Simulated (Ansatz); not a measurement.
# FGaH7NSi2: small, medium and large basis sets

How large a basis does FGaH7NSi2 need? Two functionals are run in growing sets.

Computed with Ansatz 0.2.0, Gaussian basis. Level: one geometry, several basis sets.

Plan: PBE0-D4/def2-SVP; ωB97M-V/def2-SVP; PBE0-D4/def2-QZVPP; ωB97M-V/def2-QZVPP; the functionals' def2-TZVPP values are taken from earlier runs.

### 1 Structure used throughout

The geometry comes from an earlier relaxation with PBE0-D4 in a triple-zeta def2 set; it is a stationary point, not always the lowest conformer.

12 atoms, charge 0, spin multiplicity 1.

Atoms are counted from 1 here; the program's logs count them from 0.

Bond lengths: F1–Ga2 1.758 Å, Ga2–N3 1.830 Å, Ga2–H6 1.541 Å, N3–Si4 1.733 Å, N3–Si5 1.743 Å, Si4–H7 1.489 Å, Si4–H8 1.487 Å, Si4–H9 1.487 Å, Si5–H10 1.485 Å, Si5–H11 1.490 Å, Si5–H12 1.485 Å. Angles: F1–Ga2–N3 109.6°, F1–Ga2–H6 120.0°, N3–Ga2–H6 130.4°, Ga2–N3–Si4 120.6°, Ga2–N3–Si5 119.6°, Si4–N3–Si5 119.8°, N3–Si4–H7 107.8°, N3–Si4–H8 111.6°, N3–Si4–H9 111.6°, H7–Si4–H8 108.9°, H7–Si4–H9 108.8°, H8–Si4–H9 108.0°, N3–Si5–H10 111.6°, N3–Si5–H11 106.8°, N3–Si5–H12 111.6°, H10–Si5–H11 108.9°, H10–Si5–H12 109.0°, H11–Si5–H12 108.9°.

### 2 PBE0-D4 in def2-SVP

Contents of in.yaml:

```yaml
crystal:
  periodic: [false, false, false]
  atoms:
    - {symbol: F, position_ang: [-1.649992, -0.613386, 2.442778]}
    - {symbol: Ga, position_ang: [-1.691161, 0.286657, 0.933133]}
    - {symbol: N, position_ang: [-0.119219, 0.040899, 0.029878]}
    - {symbol: Si, position_ang: [0.146701, 0.804016, -1.502833]}
    - {symbol: Si, position_ang: [1.121331, -0.970771, 0.720398]}
    - {symbol: H, position_ang: [-2.936872, 1.114136, 0.563291]}
    - {symbol: H, position_ang: [-1.071430, 1.593457, -1.836312]}
    - {symbol: H, position_ang: [0.381677, -0.195753, -2.578720]}
    - {symbol: H, position_ang: [1.317297, 1.720755, -1.462459]}
    - {symbol: H, position_ang: [1.593843, -0.442639, 2.024867]}
    - {symbol: H, position_ang: [2.259810, -0.971869, -0.240359]}
    - {symbol: H, position_ang: [0.648014, -2.365481, 0.906329]}
basis:
  gaussian: {orbitals: def2-SVP}
hamiltonian: {xc: pbe0, dispersion: d4}
output: {orbitals: {seedname: orbitals}}
```

The run is started by

```
ansatz run in.yaml --threads 4 --pin off --events-out ev --progress --plain --max-ram 10444MiB
```

Further steps of the session: ωB97M-V in def2-SVP; PBE0-D4 in def2-QZVPP; ωB97M-V in def2-QZVPP.

Q: Predict the results of all the runs planned. Wanted: PBE0-D4: double and triple zeta above quadruple; ωB97M-V: double and triple zeta above quadruple.

As calculated:

```
                                       quantity           value
PBE0-D4: double and triple zeta above quadruple  19.62, 2.01 eV
ωB97M-V: double and triple zeta above quadruple  19.68, 1.90 eV
```

PBE0-D4 gains 17.62 eV from double to triple zeta, then 2.01 eV more. Total energies overstate the basis error of differences, where much of it tends to cancel.
